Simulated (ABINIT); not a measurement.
# B (Cmcm) in ABINIT: single point with LDA

Aim: the single point of B with LDA.

Program: ABINIT 10.8.3 (patched build). These are calculated values, not measurements. Logs are shortened: lines on timing, memory, paths and dates and some standing lists are left out, and cuts for length are marked. The log counts tension as positive stress, the text compression.

### Step 1. The structure

The structure is orthorhombic, space group Cmcm (No. 63). The conventional cell has a = 5.306 Å, b = 3.327 Å, c = 2.983 Å, α = 90.00°, β = 90.00°, γ = 90.00°. B (site symmetry m) is surrounded by 7 B at 1.73 to 1.90 Å.

The cell was built by a generator and needn't be a form met in nature.

### Step 2. Single point, LDA

Contents of run.abi:

```
# Pseudopotentials
pp_dirpath "./"
pseudos "B.upf"

# Structure
acell 3.1313434942 3.1313434942 2.98329 Angstrom
rprim
     0.8471763015    -0.5313118804     0.0000000000
     0.8471763015     0.5313118804     0.0000000000
     0.0000000000     0.0000000000     1.0000000000
ntypat 1
znucl 5
natom 4
typat 1 1 1 1
xred
     0.8147900000     0.5118700000     0.7500000000
     0.1852100000     0.4881300000     0.2500000000
     0.5118700000     0.8147900000     0.2500000000
     0.4881300000     0.1852100000     0.7500000000
chkprim 0
chksymtnons 0
tolsym 1.0e-6

# Plane-wave basis
ecut 38.0

# k points
kptopt 1
ngkpt 7 7 7
nshiftk 1
shiftk 0.0 0.0 0.0

# Exchange and correlation
ixc 7

# Bands and occupations
nband 10
occopt 3
tsmear 0.05 eV

# SCF cycle
nstep 100
tolvrs 1.0e-10

# Output
iomode 3
prtwf 0
prtden 0
prteig 0
prtebands 0
enunit 1
```

Potentials or basis: PseudoDojo NC SR LDA v0.4 stringent.

Launch:

```console
> abinit run.abi > log 2>&1
```

run.abo:

```text
.Version 10.8.3 of ABINIT
 Symmetries : space group Cm c m (# 63); Bravais oC (1-face-center ortho.)
================================================================================
 Values of the parameters that define the memory need of the present run
     intxc =       0    ionmov =       0      iscf =       7    lmnmax =       4
     lnmax =       4     mgfft =      36  mpssoang =       2    mqgrid =    3001
     natom =       4  nloc_mem =       1    nspden =       1   nspinor =       1
    nsppol =       1      nsym =       8    n1xccc =    2501    ntypat =       1
    occopt =       3   xclevel =       1
       mpw =        2001          nfft =       41472          nkpt =          64
================================================================================
================================================================================

--------------------------------------------------------------------------------
------------- Echo of variables that govern the present computation ------------
--------------------------------------------------------------------------------
 -outvars: echo values of preprocessed input variables --------
            acell      5.9173816102E+00  5.9173816102E+00  5.6376010542E+00 Bohr
              amu      1.08110000E+01
          chkprim           0
      chksymtnons           0
             ecut      3.80000000E+01 Hartree
           enunit           1
                       outvar_i_n : Printing only first  50 k-points.
              ixc           7
                       outvar_i_n : Printing only first  50 k-points.
         kptrlatt        7    0    0      0    7    0      0    0    7
          kptrlen      3.94632074E+01
            natom           4
            nband          10
            ngfft          36      36      32
             nkpt          64
            nstep         100
             nsym           8
           ntypat           1
                       prtocc : prtvol=0, do not print more k-points.
           occopt           3
           prtden           0
        prtebands           0
           prteig           0
            prtwf           0
            rprim      8.4717630150E-01 -5.3131188040E-01  0.0000000000E+00
                       8.4717630150E-01  5.3131188040E-01  0.0000000000E+00
                       0.0000000000E+00  0.0000000000E+00  1.0000000000E+00
          spgroup          63
           tolsym      1.00000000E-06
           tolvrs      1.00000000E-10
           tsmear      1.83746611E-03 Hartree
            typat      1  1  1  1
                       outvars : Printing only first  50 k-points.
           xangst      3.5193636482E+00 -5.0397406242E-01  2.2374675000E+00
                       1.7862363521E+00  5.0397406242E-01  7.4582250000E-01
                       3.5193636482E+00  5.0397406242E-01  7.4582250000E-01
                       1.7862363521E+00 -5.0397406242E-01  2.2374675000E+00
            xcart      6.6506334326E+00 -9.5237295254E-01  4.2282007906E+00
                       3.3754975016E+00  9.5237295254E-01  1.4094002635E+00
                       6.6506334326E+00  9.5237295254E-01  1.4094002635E+00
                       3.3754975016E+00 -9.5237295254E-01  4.2282007906E+00
[... 119 lines left out ...]
    3      -0.006730502762     -0.002643699837      0.000000000000
    4       0.006730502762      0.002643699837      0.000000000000

 cartesian coordinates (angstrom) at end:
    1      3.51936364818897    -0.50397406242475     2.23746750000000
    2      1.78623635209591     0.50397406242475     0.74582250000000
    3      3.51936364818897     0.50397406242475     0.74582250000000
    4      1.78623635209591    -0.50397406242475     2.23746750000000

 cartesian forces (hartree/bohr) at end:
    1      0.00093497707753     0.00064994198897    -0.00000000000000
    2     -0.00093497707753    -0.00064994198897    -0.00000000000000
    3      0.00093497707753    -0.00064994198897    -0.00000000000000
    4     -0.00093497707753     0.00064994198897    -0.00000000000000
 frms,max,avg= 6.5742090E-04 9.3497708E-04   0.000E+00  0.000E+00  0.000E+00 h/b

 cartesian forces (eV/Angstrom) at end:
    1      0.04807845440209     0.03342136083519    -0.00000000000000
    2     -0.04807845440209    -0.03342136083519    -0.00000000000000
    3      0.04807845440209    -0.03342136083519    -0.00000000000000
    4     -0.04807845440209     0.03342136083519    -0.00000000000000
 frms,max,avg= 3.3805942E-02 4.8078454E-02   0.000E+00  0.000E+00  0.000E+00 e/A
 length scales=  5.917381610181  5.917381610181  5.637601054159 bohr
              =  3.131343494200  3.131343494200  2.983290000000 angstroms
 Fermi (or HOMO) energy (eV) =   9.73244   Average Vxc (eV)= -12.33709
 Eigenvalues (   eV  ) for nkpt=  64  k points:
 kpt#   1, nband= 10, wtk=  0.00292, kpt=  0.0000  0.0000  0.0000 (reduced coord)
  -7.75675    2.35749    4.35332    5.14324    5.90247    8.14887   10.19688   12.31363
  12.44769   15.14621
 prteigrs : prtvol=0 or 1, do not print more k-points.

--- !EnergyTerms
iteration_state     : {dtset: 1, }
comment             : Components of total free energy in Hartree
kinetic             :  8.36924187188121E+00
hartree             :  5.61751818832121E-01
xc                  : -4.96085618498690E+00
Ewald energy        : -1.38267931086371E+01
psp_core            :  8.62635628704243E-01
local_psp           : -2.86158042534993E+00
non_local_psp       :  6.35000655377523E-02
internal            : -1.17921003340186E+01
'-kT*entropy'       : -1.25007770205494E-04
total_energy        : -1.17922253417888E+01
total_energy_eV     : -3.20882798475059E+02
band_energy         :  8.21923762631004E-01
...

 Cartesian components of stress tensor (hartree/bohr^3)
  sigma(1 1)=  3.02320031E-04  sigma(3 2)=  0.00000000E+00
  sigma(2 2)=  3.08670244E-04  sigma(3 1)=  0.00000000E+00
  sigma(3 3)=  3.08911241E-04  sigma(2 1)=  0.00000000E+00

-Cartesian components of stress tensor (GPa)         [Pressure= -9.0215E+00 GPa]
- sigma(1 1)=  8.89456239E+00  sigma(3 2)=  0.00000000E+00
- sigma(2 2)=  9.08139210E+00  sigma(3 1)=  0.00000000E+00
- sigma(3 3)=  9.08848250E+00  sigma(2 1)=  0.00000000E+00

== END DATASET(S) ==============================================================
================================================================================

 -outvars: echo values of variables after computation  --------
            acell      5.9173816102E+00  5.9173816102E+00  5.6376010542E+00 Bohr
           etotal     -1.1792225342E+01
            fcart      9.3497707753E-04  6.4994198897E-04 -0.0000000000E+00
                      -9.3497707753E-04 -6.4994198897E-04 -0.0000000000E+00
                       9.3497707753E-04 -6.4994198897E-04 -0.0000000000E+00
                      -9.3497707753E-04  6.4994198897E-04 -0.0000000000E+00
            rprim      8.4717630150E-01 -5.3131188040E-01  0.0000000000E+00
                       8.4717630150E-01  5.3131188040E-01  0.0000000000E+00
                       0.0000000000E+00  0.0000000000E+00  1.0000000000E+00
           strten      3.0232003069E-04  3.0867024351E-04  3.0891124143E-04
                       0.0000000000E+00  0.0000000000E+00  0.0000000000E+00
           xangst      3.5193636482E+00 -5.0397406242E-01  2.2374675000E+00
                       1.7862363521E+00  5.0397406242E-01  7.4582250000E-01
                       3.5193636482E+00  5.0397406242E-01  7.4582250000E-01
                       1.7862363521E+00 -5.0397406242E-01  2.2374675000E+00
             xred      8.1479000000E-01  5.1187000000E-01  7.5000000000E-01
                       1.8521000000E-01  4.8813000000E-01  2.5000000000E-01
                       5.1187000000E-01  8.1479000000E-01  2.5000000000E-01
                       4.8813000000E-01  1.8521000000E-01  7.5000000000E-01
 Calculation completed.
```

Wall time 20 s (1 thread of Arm Neoverse V2, shared host); peak memory 0.08 GiB.

Results:

```
Free energy                                           : -320.8828 eV
Pressure                                              : -9.0 GPa
Largest force                                         : 0.059 eV/Å
Band gap on the k mesh                                : none (metal or under the smearing width)
Valence electrons inside the program's atomic spheres : B 2.84 (radii [1.0584] Å)
```

Forces in eV/Å, atoms in the order of the input:
```
B    0.048  0.033  0.000
B   -0.048 -0.033  0.000
B    0.048 -0.033  0.000
B   -0.048  0.033  0.000
```

Stress tensor (GPa, compression positive):
```
-8.89  0.00  0.00
 0.00 -9.08  0.00
 0.00  0.00 -9.09
```
